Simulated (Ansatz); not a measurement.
**MgGeH (quartet): the correlation ladder at distance Mg2–H3 = 4.533 Å, 6-31G**

How much of the correlation energy of MgGeH (quartet) does each wave-function method recover here?

Method: 6-31G, core rule «outside noble gas», up to 19 orbitals frozen; program: Ansatz 0.2.0, Gaussian basis.

To be run: UHF; CCSD(T) on ROHF; CCSD(T) on UHF; BCCD(T) on ROHF; CISD; CCSDT(Q) on ROHF; CCSDT(Q) on UHF; CASSCF and MRCISD+Q, 5 electrons in 5 orbitals; CASSCF and NEVPT2, 5 electrons in 5 orbitals; CASSCF and MRCISD+Q, 7 electrons in 9 orbitals; CASSCF and NEVPT2, 7 electrons in 9 orbitals; Full CI.

18 further runs of the same task are left out: 15 that didn't finish, 3 set aside as unsound or not needed.

### Step 1. The geometry

The geometry derives from a PBE0/def2-TZVP stationary point (not a proven minimum). One bond is set to the value named and the two fragments are kept rigid. No spin-orbit coupling is included. The filled d shell of Ge may be among the frozen orbitals whatever the setting's name suggests; the logs give the count.

3 atoms, charge 0, spin multiplicity 4.

Atoms are counted from 1 here; the program's logs count them from 0.

Bond lengths: Ge1–Mg2 2.553 Å.

As a file:

```xyz
3

Ge    0.0000    0.0000   -3.2127
Mg    0.0000    0.0000   -0.6601
H     0.0000    0.0000    3.8729
```

### Step 2. UHF

Input file in.yaml:

```yaml
crystal:
  periodic: [false, false, false]
  atoms:
    - {symbol: Ge, position_ang: [0.000000, 0.000000, -3.212745]}
    - {symbol: Mg, position_ang: [0.000000, 0.000000, -0.660127]}
    - {symbol: H, position_ang: [0.000000, 0.000000, 3.872873]}
basis:
  gaussian: {orbitals: 6-31G}
magnetization: {spin_polarized: true, initial_magnetization: 3}
hamiltonian: {xc: hf}
output: {orbitals: {seedname: orbitals}}
```

Started as:

```sh
ansatz run in.yaml --threads 1 --pin off --events-out ev --progress --plain --max-ram 2393MiB
```

Further steps of the session: CCSD(T) on ROHF; CCSD(T) on UHF; BCCD(T) on ROHF; CISD; CCSDT(Q) on ROHF; CCSDT(Q) on UHF; CASSCF and MRCISD+Q, 5 electrons in 5 orbitals; CASSCF and NEVPT2, 5 electrons in 5 orbitals; CASSCF and MRCISD+Q, 7 electrons in 9 orbitals; CASSCF and NEVPT2, 7 electrons in 9 orbitals; Full CI.

Before running them: what should the planned runs give, taken together? Wanted: FCI from the RHF energy; RMP2 from FCI; UMP2 from FCI; RCCSD from FCI; RCCSD(T) from FCI; UCCSD(T) from FCI; RCCSDT(Q) from FCI; UCCSDT(Q) from FCI; NEVPT2 pair from FCI.

**Answer**, as computed:

| quantity | value |
| --- | --- |
| FCI from the ROHF energy | -2.0422 eV |
| RMP2 from FCI | +686.2 meV |
| UMP2 from FCI | +687.1 meV |
| RCCSD from FCI | +90.8 meV |
| RCCSD(T) from FCI | +30.1 meV |
| UCCSD(T) from FCI | +40.4 meV |
| RCCSDT(Q) from FCI | +0.9 meV |
| UCCSDT(Q) from FCI | -0.5 meV |
| NEVPT2 pair from FCI | +438.9 meV |
| MRCISD+Q pair from FCI | +32.3 meV |
| NEVPT2 valence from FCI | +146.9 meV |
| levels within 1 kcal/mol (43 meV) | RCCSD(T), UCCSD(T), BCCD(T), RCCSDT, UCCSDT, RCCSDT(Q), UCCSDT(Q), MRCISD+Q pair, MRCISD valence, MRCISD+Q valence |
| T1 diagnostic | 0.053 |
| effectively unpaired electrons | 3.27 |

What this shows: RCCSD(T) misses by +30.1 meV, 1.5 % of the correlation energy. The occupations show some static correlation. Of the multireference levels listed MRCISD+Q valence comes nearest in total energy (+0.3 meV), which doesn't show that its space is the better one. These misses are within one basis, not against nature; the frozen cores of restricted and unrestricted runs differ, which can shift their rows.

Levels on UHF freeze UHF's core orbitals, full CI those of ROHF, so the U rows can settle a little off it for that reason alone.

With open shells the CI space here admits some triples and quadruples, so it is larger than plain CISD.
